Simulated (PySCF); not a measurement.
**[La(H2O)2]3+: other functionals and bases at one geometry**

Aim: see how levels, charges and forces of [La(H2O)2]3+ depend on the level of theory. The structure is generated, not taken from experiment.

Computed with PySCF 2.14.0. Level: several levels, as the steps say, no spin–orbit coupling.

1 further run of the same task is left out (for a known fault of the program).

## (1) The starting structure

7 atoms, charge 3, spin multiplicity 1.

Bond lengths: La1–O2 2.363 Å, La1–O5 2.366 Å, O2–H3 0.990 Å, O2–H4 0.991 Å, O5–H6 0.991 Å, O5–H7 0.991 Å. Angles: O2–La1–O5 110.7°, La1–O2–H3 129.3°, La1–O2–H4 128.1°, H3–O2–H4 102.6°, La1–O5–H6 128.1°, La1–O5–H7 129.3°, H6–O5–H7 102.5°.

Geometry (Å):

```xyz
7
charge 3, multiplicity 1
La   -0.3089   -1.1205   -0.0103
O    -0.0161    0.1719    1.9461
H     0.3402    1.0900    2.0438
H    -0.2146   -0.0833    2.8830
O     0.0900    0.1843   -1.9428
H     0.6545   -0.0389   -2.7258
H    -0.2880    1.0649   -2.1941
```

Formal oxidation states: La +3. The 4f shell is empty and lies in the core potential. An earlier session relaxed this geometry at PBE0, La lcecp-1-SVP with ECP46, O def2-SVP, H def2-SVP (singlet, point group C1).

At PBE0 on the finer grid: E = -183.010787 Eh, HOMO -25.78 eV, LUMO -18.09 eV, Mulliken charge on La1 +2.32 e, largest force component 0.020 eV/Å. The large-core potential holds the 4f shell empty.

Levels to run: TPSS; wB97X; PBE0, TZVP. Hardware: 2 threads of Arm Neoverse V1, shared host.

## (2) TPSS

File run.py (the lines that set the calculation):

```python
mol = gto.M(atom='''
La    -0.30887    -1.12049    -0.01025
O     -0.01609     0.17195     1.94614
H      0.34017     1.09004     2.04383
H     -0.21458    -0.08335     2.88297
O      0.09004     0.18427    -1.94280
H      0.65451    -0.03887    -2.72582
H     -0.28802     1.06488    -2.19406''',
    basis={'La': 'lcecp-1-SVP', 'O': 'def2-SVP', 'H': 'def2-SVP'},
    ecp={'La': 'lcecp-1-SVP'},
    charge=3, spin=0)
mf = dft.RKS(mol, xc='TPSS')
mf.grids.atom_grid = (75, 302)  # f atoms: unpruned, at least (60, 302)
mf = mf.density_fit()  # fitting sets: La AutoAux, O def2-universal-JKFIT, H def2-universal-JKFIT
mf.conv_tol = 1e-08; mf.max_cycle = 55
mf.kernel(dm0)  # dm0: the density of the relaxed state
```

Run with:

```
$ OMP_NUM_THREADS=2 python run.py
```

## (3) wB97X

Edit run.py (the lines that set the calculation) of step 2 so:

```diff
@@ -11,3 +11,3 @@
     charge=3, spin=0)
-mf = dft.RKS(mol, xc='TPSS')
+mf = dft.RKS(mol, xc='WB97X')
 mf.grids.atom_grid = (75, 302)  # f atoms: unpruned, at least (60, 302)
```

## (4) PBE0, TZVP

Basis: La lcecp-1-TZVP with ECP46, O def2-TZVP, H def2-TZVP. 

File run.py (the lines that set the calculation):

```python
mol = gto.M(atom='''
La    -0.30887    -1.12049    -0.01025
O     -0.01609     0.17195     1.94614
H      0.34017     1.09004     2.04383
H     -0.21458    -0.08335     2.88297
O      0.09004     0.18427    -1.94280
H      0.65451    -0.03887    -2.72582
H     -0.28802     1.06488    -2.19406''',
    basis={'La': 'lcecp-1-TZVP', 'O': 'def2-TZVP', 'H': 'def2-TZVP'},
    ecp={'La': 'lcecp-1-TZVP'},
    charge=3, spin=0)
mf = dft.RKS(mol, xc='PBE0')
mf.grids.atom_grid = (75, 302)  # f atoms: unpruned, at least (60, 302)
mf = mf.density_fit()  # fitting sets: La AutoAux, O def2-universal-JKFIT, H def2-universal-JKFIT
mf.conv_tol = 1e-08; mf.max_cycle = 55
mf.kernel(dm0)  # dm0: free metal ions and neutral atoms
```

What does the calculation give? Wanted: for each run, HOMO; gap; charge on La1; dipole; largest force.

The runs gave:

| level | state | HOMO (eV) | gap (eV) | charge on La1 (e) | dipole (D) | largest force (eV/Å) | basis functions | time |
| --- | --- | --- | --- | --- | --- | --- | --- | --- |
| PBE0 (relaxed here) | singlet | -25.78 | 7.69 | 2.32 | 2.39 | 0.02 | 81 | 8.4 s |
| TPSS | singlet | -24.08 | 5.32 | 2.26 | 2.59 | 0.43 | 81 | 5.9 s |
| wB97X | singlet | -28.27 | 12.57 | 2.35 | 2.18 | 0.14 | 81 | 4.4 s |
| PBE0, TZVP | singlet | -25.80 | 7.80 | 2.44 | 2.43 | 0.26 | 133 | 9.8 s |

Times are on 2 threads of Arm Neoverse V1, shared host; the first row also made further properties. The dipole of a charged species depends on the origin, so these sizes hold for this origin alone.

In one basis the HOMO–LUMO gap runs from 5.32 eV (TPSS) to 12.57 eV (wB97X). The largest leftover force, 0.43 eV/Å with TPSS, stands at a geometry relaxed at another level. The Mulliken charge on La spans +2.26 to +2.44 e over the levels. With 4f in the core, its levels are missing from HOMO and gap. Total energies of different levels can't be compared. Spin–orbit coupling is left out throughout.
